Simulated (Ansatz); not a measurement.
# GaH3 (triplet): from Hartree-Fock to the top rungs, cc-pVDZ

One table from this session's results is given with a row withheld; the runs are named, their logs left out.

Method: cc-pVDZ, core rule «outside noble gas», up to 14 orbitals frozen; program: Ansatz 0.2.0, Gaussian basis.

Plan: UHF; CCSD(T) on ROHF; CCSD(T) on UHF; BCCD(T) on ROHF; CISD; CCSDT(Q) on ROHF; CCSDT(Q) on UHF; CASSCF and MRCISD+Q, 6 electrons in 7 orbitals; CASSCF and NEVPT2, 6 electrons in 7 orbitals; Full CI.

25 further runs of the same task are left out: 5 for a known fault of the program, 7 that didn't finish, 13 set aside as unsound or not needed.

### The geometry

The geometry is a PBE0/def2-TZVP stationary point (not a proven minimum). No spin-orbit coupling is included. The filled d shell of Ga may be among the frozen orbitals whatever the setting's name suggests; the logs give the count.

4 atoms, charge 0, spin multiplicity 3.

Atoms are counted from 1 here; the program's logs count them from 0.

Bond lengths: Ga1–H2 1.585 Å, Ga1–H3 1.955 Å, Ga1–H4 1.955 Å, H3–H4 0.811 Å. Angles: H2–Ga1–H3 100.5°, H2–Ga1–H4 100.5°, H3–Ga1–H4 23.9°, Ga1–H3–H4 78.0°, Ga1–H4–H3 78.0°.

Set-up of the first run:

Input file in.yaml:

```yaml
crystal:
  periodic: [false, false, false]
  atoms:
    - {symbol: Ga, position_ang: [0.000000, 0.027726, -0.045695]}
    - {symbol: H, position_ang: [0.000000, -1.477599, -0.541473]}
    - {symbol: H, position_ang: [0.405418, -0.220158, 1.851181]}
    - {symbol: H, position_ang: [-0.405418, -0.220158, 1.851181]}
basis:
  gaussian: {orbitals: cc-pVDZ}
magnetization: {spin_polarized: true, initial_magnetization: 2}
hamiltonian: {xc: hf}
output: {orbitals: {seedname: orbitals}}
```

The run is started by

```
> ansatz run in.yaml --threads 1 --pin off --events-out ev --progress --plain --max-ram 2393MiB
```

Steps of the session up to this table: UHF; CCSD(T) on ROHF; CCSD(T) on UHF; BCCD(T) on ROHF; CISD; CCSDT(Q) on ROHF; CCSDT(Q) on UHF; CASSCF and MRCISD+Q, 6 electrons in 7 orbitals; CASSCF and NEVPT2, 6 electrons in 7 orbitals; Full CI.

One of the session's tables, all rows but one given; the rest of the session is left out.

```
          method  from FCI (kJ/mol)
            ROHF             +243.1
             UHF             +238.0
            RMP2              +63.3
            UMP2              +61.2
           RCCSD               +5.3
           UCCSD                  ?
        RCCSD(T)               +1.4
        UCCSD(T)                0.0
         BCCD(T)               +1.3
          RCCSDT                0.0
          UCCSDT               -1.3
       RCCSDT(Q)               -0.1
       UCCSDT(Q)               -1.4
  CASSCF valence             +130.7
  NEVPT2 valence              +44.6
  MRCISD valence               +5.1
MRCISD+Q valence               +1.0
             FCI                  0
```

Q: Estimate the row for UCCSD from the others.

**Answer.** from FCI (kJ/mol): +3.9. In the column «from FCI (kJ/mol)» it lies between RCCSD(T) (+1.4) and MRCISD valence (+5.1).

Not comparable, so not listed: CISD (they don't share determinant, frozen orbitals or solution with the rows shown, or repeat one).

Limits of these values: UCCSDT, UCCSDT(Q) fall below full CI: unrestricted runs freeze a spin-polarised core, another one than full CI's, and coupled cluster isn't variational. Levels on UHF freeze UHF's core orbitals, full CI those of ROHF, so the U rows can settle a little off it for that reason alone. Restricted and unrestricted rows rest on different reference determinants; where their highest levels disagree by more than a few hundredths of an eV, they describe different states and don't form one ladder.
